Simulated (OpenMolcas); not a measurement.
# InHCl2O (SMILES [OH][In]([Cl])[Cl]): a chain of runs

We compute a single-point energy (HF/ANO-RCC-MB), then the energy (CASSCF(2,2)/ANO-RCC-VDZP), then the energy along one coordinate (CASPT2(2,2)/ANO-RCC-VDZP), then an energy scan (SC-NEVPT2(2,2)/ANO-RCC-VDZP), then the energy along one coordinate (MC-PDFT[tPBE](2,2)/ANO-RCC-VDZP) of InHCl2O. 

Program for the calculation: OpenMolcas 26.06.

### 1 Starting point

The species is InHCl2O (5 atoms), meant as a singlet with charge 0. SMILES: `[OH][In]([Cl])[Cl]`. Geometry: relaxed at PBE0-D4/def2-TZVP.

Bond lengths: O1–In2 1.961 Å, In2–Cl3 2.307 Å, In2–Cl4 2.290 Å, O1–H5 0.962 Å. Angles: O1–In2–Cl3 119.6°, O1–In2–Cl4 119.8°, Cl3–In2–Cl4 120.6°, In2–O1–H5 111.7°.

### 2 A single-point energy at HF/ANO-RCC-MB (DKH2) (run 1)

File mol.xyz:

```xyz
5

O     -0.347800     1.510200    -0.137200
In    -0.087900    -0.432900    -0.100800
Cl     1.722600    -1.320600     1.019900
Cl    -1.580600    -1.801600    -1.170600
H      0.343600     1.971200     0.347200
```

File step1.inp:

```
>>> EXPORT MOLCAS_PRINT=2

&GATEWAY
  Coord
  mol.xyz
  Basis
  ANO-RCC-MB
  Group
  NoSym

&SEWARD

&SCF
  PrOrbitals
  0

&LOCALISATION
  Occupied
  Freeze
  Pipek-Mezey

&LOCALISATION
  FileOrb
  $Project.LocOrb
  Virtual
  Pipek-Mezey
```

The run is started by

```
$ export MOLCAS_MEM=1860
$ pymolcas step1.inp > step1.log
```

Log:

```text
--- Start Module: gateway ---
[...]
--- Stop Module: gateway /rc=_RC_ALL_IS_WELL_ ---
[...]
      Basis functions           51
[...]
       Convergence after  10 Iterations
[...]
::    Total SCF energy                              -6874.3950064539
[...]
      Total spin, S                                     0.0000000000
[...]
      Total electronic charge=   92.000000
      Total            charge=   -0.000000
[...]
      Dipole Moment (debye):
      Origin of the operator (angstrom)=   -0.0513   -0.6578   -0.0926
                   X=  7.9986E-01               Y=  1.7321E+00               Z=  6.4710E-01           Total=  2.0146E+00
      Quadrupole Moment (debye*angstrom):
[...]
--- Start Module: localisation ---
[...]
--- Stop Module: localisation /rc=_RC_ALL_IS_WELL_ ---
--- Start Module: localisation ---
[...]
--- Stop Module: localisation /rc=_RC_ALL_IS_WELL_ ---
[...]
```

It took 12 s on 1 thread of Intel Xeon Platinum 8259CL at 2.50GHz (Skylake/Cascade Lake), shared host; peak memory 0.41 GiB.

### 3 The energy at CASSCF(2,2)/ANO-RCC-VDZP (DKH2, RICD fitting) (run 2)

mol.xyz is that of step 2.

File step2.input:

```
* Cl2HInO CASSCF
&GATEWAY
Coord=mol.xyz
Basis=ANO-RCC-MB
Group=NoSym
&SEWARD
&RASSCF
FileOrb=$CurrDir/step1.LocOrb
Alter=2
1 38 46
1 47 51
Spin=1
Nactel=2 0 0
Inactive=45
Ras2=2
OrbListing=Nothing
>>> COPY $Project.RunFile RUNFIL1
>>> COPY $Project.RasOrb INPORB
&GATEWAY
Coord=mol.xyz
Basis=ANO-RCC-VDZP
Group=NoSym
RICD
&SEWARD
>>> COPY $Project.RunFile RUNFIL2
&EXPBAS
&RASSCF
FileOrb=$Project.ExpOrb
Spin=1
Nactel=2 0 0
Inactive=45
Ras2=2
OrbListing=Nothing
OrbAppear=Compact
```

The run is started by

```
$ export MOLCAS_MEM=1860
$ pymolcas step2.input > step2.log
```

Log:

```text
--- Start Module: gateway ---
[...]
      Basis functions           51
[...]
      Number of active orbitals                  2
[...]
      Spin quantum number                      0.0
[...]
      Active orbitals                            2
[...]
      Number of CSFs                             3
[...]
      Number of root(s) required                 1
[...]
      Convergence after 11 iterations
[...]
      printout of CI-coefficients larger than  0.05 for root  1
      energy=   -6874.414042
      conf/sym  11     Coeff  Weight
             1  20   0.99448 0.98898
             3  02  -0.10496 0.01102
      Natural orbitals and occupation numbers for root  1
      sym 1:   1.977967   0.022033
      ************************************************************************************************************************
      *                                                    Final results                                                     *
[...]
::    RASSCF root number  1 Total energy:  -6874.41404182
[...]
      Basis functions           98
[...]
      Convergence after 18 iterations
[...]
      Natural orbitals and occupation numbers for root  1
      sym 1:   1.980416   0.019584
      ************************************************************************************************************************
      *                                                    Final results                                                     *
[...]
::    RASSCF root number  1 Total energy:  -6874.59354514
[...]
      Total electronic charge=   92.000000
      Total            charge=   -0.000000
[...]
      Dipole Moment (debye):
      Origin of the operator (angstrom)=   -0.0513   -0.6578   -0.0926
                   X=  8.3482E-01               Y=  8.3732E-01               Z=  6.0807E-01           Total=  1.3296E+00
      Quadrupole Moment (debye*angstrom):
[...]
```

Run time: 46 s. Hardware: 1 thread of Intel Xeon Platinum 8259CL at 2.50GHz (Skylake/Cascade Lake), shared host; peak memory 0.41 GiB.

### 4 An energy scan at CASPT2(2,2)/ANO-RCC-VDZP (DKH2, RICD fitting, ipea shift 0.25 Eh, pt2 variant SS) (run 3)

File step3.inp:

```
* Cl2HInO CASPT2
>>> EXPORT MOLCAS_PRINT=2
>>> COPY $CurrDir/step2.RasOrb $Project.RasOrb
>>> ForEach K in (1, 2, 3, 4, 5, 6, 7, 8, 9)

&gateway
 coord = $CurrDir/point$K.xyz
 basis = ANO-RCC-VDZP
 group = NoSym
 ricd

&seward

&rasscf
 fileorb = $Project.RasOrb
 spin = 1
 nactel = 2 0 0
 inactive = 45
 ras2 = 2
 orblisting = Nothing
 orbappear = Compact

&caspt2
 imaginary = 0.2
 frozen = 29
>>> EndDo
```

The run is started by

```
$ export MOLCAS_MEM=1860
$ pymolcas step3.inp > step3.log
```

Log:

```text
[...]
      Basis functions           98
[...]
      Number of active orbitals                  2
[...]
      Spin quantum number                      0.0
[...]
      Active orbitals                            2
[...]
      Number of CSFs                             3
[...]
      Number of root(s) required                 1
[...]
      Convergence after 13 iterations
[...]
      printout of CI-coefficients larger than  0.05 for root  1
      energy=   -6874.581083
      conf/sym  11     Coeff  Weight
             1  20   0.99673 0.99346
             3  02  -0.08085 0.00654
      Natural orbitals and occupation numbers for root  1
      sym 1:   1.986927   0.013073
      ************************************************************************************************************************
      *                                                    Final results                                                     *
[...]
::    RASSCF root number  1 Total energy:  -6874.58108331
[...]
::    CASPT2 Root  1     Total energy:  -6875.42905275
[...]
      Convergence after 14 iterations
[...]
      Natural orbitals and occupation numbers for root  1
      sym 1:   1.980406   0.019594
      ************************************************************************************************************************
      *                                                    Final results                                                     *
[...]
      Convergence after 13 iterations
[...]
      Convergence after 15 iterations
[...]
      Convergence after 12 iterations
[...]
::    RASSCF root number  1 Total energy:  -6874.43709790
[...]
::    CASPT2 Root  1     Total energy:  -6875.26364013
[...]
      Convergence after 10 iterations
[...]
::    RASSCF root number  1 Total energy:  -6874.43062868
[...]
      Reference weight:           0.79710
[...]
::    CASPT2 Root  1     Total energy:  -6875.25327742
[...]
```

Run time: 4.8 min. Hardware: 1 thread of Intel Xeon Platinum 8259CL at 2.50GHz (Skylake/Cascade Lake), shared host; peak memory 0.37 GiB.

The scan, from its lowest point:

```csv
H5–O1 (Å),energy (kJ/mol)
0.866,36.9
0.962,0.0
1.058,13.9
1.202,77.8
1.395,186.1
1.635,306.9
1.924,406.7
2.308,471.2
2.886,498.4
```

### 5 An energy scan at SC-NEVPT2(2,2)/ANO-RCC-VDZP (DKH2, RICD fitting, pt2 variant SC-NEVPT2) (run 4)

File step4.input:

```
>>> COPY $CurrDir/step2.RasOrb $Project.RasOrb
>>> ForEach K in (1, 2, 3, 4, 5, 6, 7, 8, 9)

&gateway
 coord=$CurrDir/point$K.xyz
 basis=ANO-RCC-VDZP
 group=NoSym
 ricd

&seward

&rasscf
 fileorb=$Project.RasOrb
 spin=1
 nactel=2 0 0
 inactive=45
 ras2=2
 orblisting=Nothing
 orbappear=Compact

&caspt2
 sc-nevpt2
 frozen=29
>>> EndDo
```

The run is started by

```
$ export MOLCAS_MEM=1860
$ pymolcas step4.input > step4.log
```

Log:

```text
--- Start Module: gateway ---
[...]
      Basis functions           98
[...]
      Number of active orbitals                  2
[...]
      Spin quantum number                      0.0
[...]
      Active orbitals                            2
[...]
      Number of CSFs                             3
[...]
      Number of root(s) required                 1
[...]
      Convergence after 13 iterations
[...]
      printout of CI-coefficients larger than  0.05 for root  1
      energy=   -6874.581083
      conf/sym  11     Coeff  Weight
             1  20   0.99673 0.99346
             3  02  -0.08085 0.00654
      Natural orbitals and occupation numbers for root  1
      sym 1:   1.986927   0.013073
      ************************************************************************************************************************
      *                                                    Final results                                                     *
[...]
::    RASSCF root number  1 Total energy:  -6874.58108331
[...]
::    SC-NEVPT2 Root  1     Total energy:  -6875.42865710
[...]
      Convergence after 14 iterations
[...]
      Natural orbitals and occupation numbers for root  1
      sym 1:   1.980406   0.019594
      ************************************************************************************************************************
      *                                                    Final results                                                     *
[...]
      Convergence after 13 iterations
[...]
      Convergence after 15 iterations
[...]
      Convergence after 12 iterations
[...]
::    RASSCF root number  1 Total energy:  -6874.43709790
[...]
::    SC-NEVPT2 Root  1     Total energy:  -6875.25921850
[...]
      Convergence after 10 iterations
[...]
::    RASSCF root number  1 Total energy:  -6874.43062868
[...]
::    SC-NEVPT2 Root  1     Total energy:  -6875.24912676
[...]
```

Run time: 4.6 min. Hardware: 1 thread of Intel Xeon Platinum 8259CL at 2.50GHz (Skylake/Cascade Lake), shared host; peak memory 0.37 GiB.

The scan, from its lowest point:

```csv
H5–O1 (Å),energy (kJ/mol)
0.866,40.3
0.962,0.0
1.058,10.9
1.202,72.7
1.395,183.4
1.635,311.6
1.924,418.4
2.308,485.2
2.886,511.6
```

### 6 An energy scan at MC-PDFT[tPBE](2,2)/ANO-RCC-VDZP (DKH2, RICD fitting) (run 5)

File step5.inp:

```
* Cl2HInO MC-PDFT
>>> EXPORT MOLCAS_PRINT=2
>>> COPY $CurrDir/step2.RasOrb $Project.RasOrb
>>> ForEach K in (1, 2, 3, 4, 5, 6, 7, 8, 9)
&gateway
coord=$CurrDir/point$K.xyz
basis=ANO-RCC-VDZP
group=NoSym
ricd
&seward
&rasscf
fileorb=$Project.RasOrb
spin=1
nactel=2 0 0
inactive=45
ras2=2
orblisting=Nothing
orbappear=Compact
&mcpdft
ksdft=T:PBE
>>> EndDo
```

The run is started by

```
$ export MOLCAS_MEM=1860
$ pymolcas step5.inp > step5.log
```

Log:

```text
--- Start Module: gateway ---
[...]
      Basis functions           98
[...]
      Number of active orbitals                  2
[...]
      Spin quantum number                      0.0
[...]
      Active orbitals                            2
[...]
      Number of CSFs                             3
[...]
      Number of root(s) required                 1
[...]
      Convergence after 13 iterations
[...]
      printout of CI-coefficients larger than  0.05 for root  1
      energy=   -6874.581083
      conf/sym  11     Coeff  Weight
             1  20   0.99673 0.99346
             3  02  -0.08085 0.00654
      Natural orbitals and occupation numbers for root  1
      sym 1:   1.986927   0.013073
      ************************************************************************************************************************
      *                                                    Final results                                                     *
[...]
::    RASSCF root number  1 Total energy:  -6874.58108331
[...]
::    MCPDFT root number  1 Total energy:  -6878.17873895
[...]
      Convergence after 14 iterations
[...]
      Natural orbitals and occupation numbers for root  1
      sym 1:   1.980406   0.019594
      ************************************************************************************************************************
      *                                                    Final results                                                     *
[...]
      Convergence after 13 iterations
[...]
      Convergence after 15 iterations
[...]
      Convergence after 12 iterations
[...]
::    RASSCF root number  1 Total energy:  -6874.43709790
[...]
::    MCPDFT root number  1 Total energy:  -6878.00411245
[...]
      Convergence after 10 iterations
[...]
::    RASSCF root number  1 Total energy:  -6874.43062868
[...]
::    MCPDFT root number  1 Total energy:  -6877.99358484
[...]
```

It took 4.5 min on 1 thread of Intel Xeon Platinum 8259CL at 2.50GHz (Skylake/Cascade Lake), shared host; peak memory 0.37 GiB.

The scan, from its lowest point:

```csv
H5–O1 (Å),energy (kJ/mol)
0.866,36.1
0.962,0.0
1.058,14.1
1.202,78.4
1.395,188.5
1.635,315.3
1.924,423.9
2.308,494.6
2.886,522.3
```

### 7 Results

| quantity | value |
| --- | --- |
| run 1, HF/ANO-RCC-MB: total energy | -6874.39501 Eh |
| run 1, HF/ANO-RCC-MB: dipole moment | 2.01 D |
| run 1, HF/ANO-RCC-MB: HOMO energy | -12.57 eV |
| run 1, HF/ANO-RCC-MB: LUMO energy | 0.58 eV |
| run 1, HF/ANO-RCC-MB: HOMO–LUMO gap | 13.15 eV |
| run 2, CASSCF(2,2)/ANO-RCC-VDZP: total energy | -6874.59355 Eh |
| run 2, CASSCF(2,2)/ANO-RCC-VDZP: dipole moment (CASSCF density) | 1.33 D |
| run 3, CASPT2(2,2)/ANO-RCC-VDZP: lowest energy of the scan | -6875.44310 Eh |
| run 4, SC-NEVPT2(2,2)/ANO-RCC-VDZP: lowest energy of the scan | -6875.44400 Eh |
| run 5, MC-PDFT[tPBE](2,2)/ANO-RCC-VDZP: lowest energy of the scan | -6878.19250 Eh |

What this shows: Mulliken charges (run 2, CASSCF(2,2)/ANO-RCC-VDZP) run from -0.72 on O1 to +1.70 on In2; they depend strongly on the basis.
